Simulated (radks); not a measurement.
**Valence configurations of Pm⁺**

NIST gives [Xe] 4f5 6s1 as the ground configuration of Pm⁺. Does this level of theory agree? Several fillings of the valence shells are run.

Program: radks (a radial shooting solver on a logarithmic mesh, Libxc functionals) version 1. Level of theory: scalar-relativistic Kohn-Sham, BLYP, spin-polarised, spherical densities, finite nucleus; open shells are filled with parallel spins first. These are calculated values, not measurements, unless marked.

## Step 1: What is computed

* element: promethium (Z = 61)
* charge: +1
* electrons: 60
* configuration: [Xe] 4f5 6s1
* nuclear rms radius: 4.962 fm
* others tried: 4f4.5 6s1.5; 4f3.5 6s1.5 6p1; 4f4 6s1 6p1; 4f5 6p1; 4f3 6s1 6p2; 4f4 5d1 6s1; 4f4 5d0.5 6s1.5; 4f4 6p2; 4f2 6s2 6p2

The outer shells:

Pm⁺
```
[Xe] core
4f [↑ ][↑ ][↑ ][↑ ][↑ ][  ][  ]
6s [↑ ]
```

## Step 2: [Xe] 4f5 6s1

Settings of this run:

```text
Z 61
configuration [Xe] 4f5 6s1
relativity scalar-relativistic
functional b88,lyp
spin polarised
nucleus finite rms 4.962 fm
c 137.035999084
```

Command:

```bash
$ python run_ks.py task.json out
```

The same process makes all the runs of this session.

## Step 3: [Xe] 4f4.5 6s1.5

Changes since step 2:

```diff
@@ -1,3 +1,3 @@
 Z 61
-configuration [Xe] 4f5 6s1
+configuration [Xe] 4f4.5 6s1.5
 relativity scalar-relativistic
```

## Step 4: [Xe] 4f3.5 6s1.5 6p1

Settings of this run:

```text
Z 61
configuration [Xe] 4f3.5 6s1.5 6p1
relativity scalar-relativistic
functional b88,lyp
spin polarised
nucleus finite rms 4.962 fm
c 137.035999084
```

## Step 5: [Xe] 4f4 6s1 6p1

Settings of this run:

```text
Z 61
configuration [Xe] 4f4 6s1 6p1
relativity scalar-relativistic
functional b88,lyp
spin polarised
nucleus finite rms 4.962 fm
c 137.035999084
```

## Step 6: [Xe] 4f5 6p1

Settings of this run:

```text
Z 61
configuration [Xe] 4f5 6p1
relativity scalar-relativistic
functional b88,lyp
spin polarised
nucleus finite rms 4.962 fm
c 137.035999084
```

## Step 7: [Xe] 4f3 6s1 6p2

Changes since step 6:

```diff
@@ -1,3 +1,3 @@
 Z 61
-configuration [Xe] 4f5 6p1
+configuration [Xe] 4f3 6s1 6p2
 relativity scalar-relativistic
```

## Step 8: [Xe] 4f4 5d1 6s1

Settings of this run:

```text
Z 61
configuration [Xe] 4f4 5d1 6s1
relativity scalar-relativistic
functional b88,lyp
spin polarised
nucleus finite rms 4.962 fm
c 137.035999084
```

## Step 9: [Xe] 4f4 5d0.5 6s1.5

Settings of this run:

```text
Z 61
configuration [Xe] 4f4 5d0.5 6s1.5
relativity scalar-relativistic
functional b88,lyp
spin polarised
nucleus finite rms 4.962 fm
c 137.035999084
```

## Step 10: [Xe] 4f4 6p2

Settings of this run:

```text
Z 61
configuration [Xe] 4f4 6p2
relativity scalar-relativistic
functional b88,lyp
spin polarised
nucleus finite rms 4.962 fm
c 137.035999084
```

## Step 11: [Xe] 4f2 6s2 6p2

Changes since step 10:

```diff
@@ -1,3 +1,3 @@
 Z 61
-configuration [Xe] 4f4 6p2
+configuration [Xe] 4f2 6s2 6p2
 relativity scalar-relativistic
```

Before running it: what results should come out? Wanted: for each run, valence; E − E(NIST configuration); moment; highest level; its energy; 1s shift.

The runs gave:

| valence | E − E(NIST configuration) (eV) | moment (μB) | highest level | its energy (eV) | 1s shift (eV) |
| --- | --- | --- | --- | --- | --- |
| 4f5 6s1 | 0.000 | 6 | 6s up | -8.612 | +0.00 |
| 4f4.5 6s1.5 | 1.238 | 5 | 6s down | -8.760 | -4.15 |
| 4f5 6p1 | 3.182 | 6 | 6p up | -6.049 | -1.16 |
| 4f4 5d1 6s1 | 3.490 | 6 | 5d up | -8.868 | -6.44 |
| 4f4 5d0.5 6s1.5 | 3.761 | 5 | 6s down | -8.966 | -7.60 |
| 4f4 6s1 6p1 | 7.064 | 6 | 6p up | -7.000 | -9.83 |
| 4f4 6p2 | 10.831 | 6 | 6p up | -7.493 | -10.95 |
| 4f3.5 6s1.5 6p1 | 12.081 | 5 | 6p up | -7.348 | -14.91 |
| 4f3 6s1 6p2 | 22.270 | 6 | 6p up | -8.380 | -21.24 |
| 4f2 6s2 6p2 | 43.371 | 4 | 6p up | -9.055 | -33.04 |

**Reading.** Theory agrees with NIST among these: the next, 4f4.5 6s1.5, lies 1.238 eV higher. The energies are those of spherical high-spin densities, not of single terms. The 1s eigenvalue shifts by up to 33.04 eV as the valence charge is rearranged.
